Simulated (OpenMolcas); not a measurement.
# Br⁵⁺: CASSCF and CASPT2 terms and fine-structure levels

Wanted: the level scheme of Br⁵⁺ from active-space wave functions, then second-order correlation under several settings.

Method: state-averaged CASSCF and CASPT2, spin-orbit coupling by RASSI with atomic mean-field integrals. Code: OpenMolcas 26.06.

## Step 1: The system

```
Species                           : Br⁵⁺ (bromine, Z = 35, 30 electrons)
Basis                             : ANO-RCC-VQZP [7s6p4d2f1g], 68 functions
Scalar Hamiltonian                : DKH2, point nucleus
Inactive shells                   : 1s 2s 2p 3s 3p 3d
Active space                      : 2 electrons in 8 orbitals (4s 4p 5s 5p)
Some configurations of this space : 4p2, 4s 4p, 4s2
Orbitals                          : optimised for each spin and parity, averaged over the low roots
```

The outer shells:

4p2
```
4p [↑ ][↑ ][  ]
```

4s 4p
```
4s [↑ ]
4p [↑ ][  ][  ]
```

4s2
```
4s [↑↓]
```

Each step is its own input file, run in one work folder so that later steps find the files of earlier ones. Labels, J, g values, rates, χT and fits are worked out afterwards by a script from the matrices that RASSI stores.

## Step 2: GATEWAY and SEWARD: basis and integrals

Contents of a.inp:

```
&GATEWAY
Coord
1

Br 0.0 0.0 0.0
Basis=ANO-RCC-VQZP
Group=XYZ
NoMove
AngMom=0.0 0.0 0.0
AMFI
&SEWARD
```

## Step 3: A small preliminary run for start orbitals

Contents of a.inp:

```
&RASSCF
FileOrb=start.orb
Symmetry=1
Spin=3
nActEl=2 0 0
Inactive=8 6
Ras2=1 3
CIRoot=3 3 1
SDav=3
CIMx=300
Iter=120 100
PrWF=0.3
OrbListing=Nothing
MaxOrb=0
Atom
>>> COPY $Project.JobIph JOBPRE
```

## Step 4: CASSCF: triplets of even parity, 3 roots

Contents of a.inp:

```
&RASSCF
FileOrb=start.orb
Symmetry=1
Spin=3
nActEl=2 0 0
Inactive=8 6
Ras2=2 6
CIRoot=3 3 1
SDav=16
CIMx=300
Iter=120 100
PrWF=0.3
OrbListing=Nothing
MaxOrb=0
Atom
>>> COPY $Project.JobIph JOB001
```

## Step 5: Reference wave functions, singlets of even parity, 7 roots

Contents of a.inp:

```
&RASSCF
FileOrb=start.orb
Symmetry=1
Spin=1
nActEl=2 0 0
Inactive=8 6
Ras2=2 6
CIRoot=7 7 1
SDav=24
CIMx=300
Iter=120 100
PrWF=0.3
OrbListing=Nothing
MaxOrb=0
Atom
>>> COPY $Project.JobIph JOB002
```

## Step 6: CASSCF: triplets of odd parity, 3 roots

Contents of a.inp:

```
&RASSCF
FileOrb=start.orb
Symmetry=2
Spin=3
nActEl=2 0 0
Inactive=8 6
Ras2=2 6
CIRoot=3 3 1
SDav=12
CIMx=300
Iter=120 100
PrWF=0.3
OrbListing=Nothing
MaxOrb=0
Atom
>>> COPY $Project.JobIph JOB003
```

## Step 7: CASSCF: singlets of odd parity, 3 roots

a.inp: that of step 6 with these lines changed.

```diff
@@ -3,3 +3,3 @@
 Symmetry=2
-Spin=3
+Spin=1
 nActEl=2 0 0
@@ -15,2 +15,2 @@
 Atom
->>> COPY $Project.JobIph JOB003
+>>> COPY $Project.JobIph JOB004
```

## Step 8: RASSI: spin-orbit coupling between the states

Contents of a.inp:

```
&RASSI
NrOfJobIphs=4 3 7 3 3
1 2 3
1 2 3 4 5 6 7
1 2 3
1 2 3
IphNames
JOB001
JOB002
JOB003
JOB004
EJob
SpinOrbit
DIPRint=1.0
SOCoupling=1000.0
Subsets=2
MEES
Property=10
'ANGMOM' 1 'ANGMOM' 2 'ANGMOM' 3 'MLTPL  1' 1 'MLTPL  1' 2 'MLTPL  1' 3
'AMFI' 1 'AMFI' 2 'AMFI' 3 'MLTPL  2' 6
SOProperty=3
'ANGMOM' 1 'ANGMOM' 2 'ANGMOM' 3
```

## Step 9: CASPT2: IPEA 0.25, imaginary shift 0.1 (closed shells correlated: 3d)

Contents of a.inp:

```
>>> COPY JOB001 $Project.JobIph
&CASPT2
Multistate=3 1 2 3
Frozen=3 6
IPEA=0.25
Imaginary=0.1
MaxIter=60
WThr=0.0 0.3 0.05
PrWF=0.5
NoMix
>>> COPY JOB002 $Project.JobIph
&CASPT2
Multistate=7 1 2 3 4 5 6 7
Frozen=3 6
IPEA=0.25
Imaginary=0.1
MaxIter=60
WThr=0.0 0.3 0.05
PrWF=0.5
NoMix
>>> COPY JOB003 $Project.JobIph
&CASPT2
Multistate=3 1 2 3
Frozen=3 6
IPEA=0.25
Imaginary=0.1
MaxIter=60
WThr=0.0 0.3 0.05
PrWF=0.5
NoMix
>>> COPY JOB004 $Project.JobIph
&CASPT2
Multistate=3 1 2 3
Frozen=3 6
IPEA=0.25
Imaginary=0.1
MaxIter=60
WThr=0.0 0.3 0.05
PrWF=0.5
NoMix
```

## Step 10: CASPT2: IPEA 0.25, imaginary shift 0.1 (closed shells correlated: 3s 3p 3d)

a.inp: that of step 9 with these lines changed.

```diff
@@ -3,3 +3,3 @@
 Multistate=3 1 2 3
-Frozen=3 6
+Frozen=2 3
 IPEA=0.25
@@ -13,3 +13,3 @@
 Multistate=7 1 2 3 4 5 6 7
-Frozen=3 6
+Frozen=2 3
 IPEA=0.25
@@ -23,3 +23,3 @@
 Multistate=3 1 2 3
-Frozen=3 6
+Frozen=2 3
 IPEA=0.25
@@ -33,3 +33,3 @@
 Multistate=3 1 2 3
-Frozen=3 6
+Frozen=2 3
 IPEA=0.25
```

(Steps that only read results are left out.)

Q: Predict the outcome of this session. Wanted: lowest level; first excited level; spin-orbit lowering of the lowest level; strongest of the lines computed, by gA, at CASSCF energies.

As calculated:

```
                                                  quantity                                                                     value
                                                    method  SS-CASPT2, IPEA 0.25, imaginary shift 0.1 (closed shells correlated: 3d)
                                              lowest level                                               4s2 1S0, 100 % of that term
                               ground level listed by NIST                                                                       1S0
                                       first excited level                                                  4s 4p 3P* 0 at 12.590 eV
                   spin-orbit lowering of the lowest level                                                                 0.0006 eV
strongest of the lines computed, by gA, at CASSCF energies                         4s 4p 1P* 1 → 4s2 1S0, 61.56 nm, A = 1.10e+10 s⁻¹
```

Cost and accuracy by method:

| method | time of its own steps | time with the reference | mean absolute difference from the measured levels (cm-1) |
| --- | --- | --- | --- |
| A. CASSCF | 20 s | 20 s | 3800 |
| B. SS-CASPT2, IPEA 0.25, imaginary shift 0.1, +3d | 5.8 s | 26 s | 2400 |
| C. SS-CASPT2, IPEA 0.25, imaginary shift 0.1, +3s 3p 3d | 8.6 s | 29 s | 2200 |

Times are of one thread on a shared host.

**Reading.** Method C lies closest to the measured levels (2200 cm⁻¹ on average) and A farthest (3800). Only the configurations of the active space and the roots asked for are present. Not all states of the active space went into the spin-orbit step. The levels of the extra active shells were not computed. No d shell is active. Levels of other configurations are missing from the list.
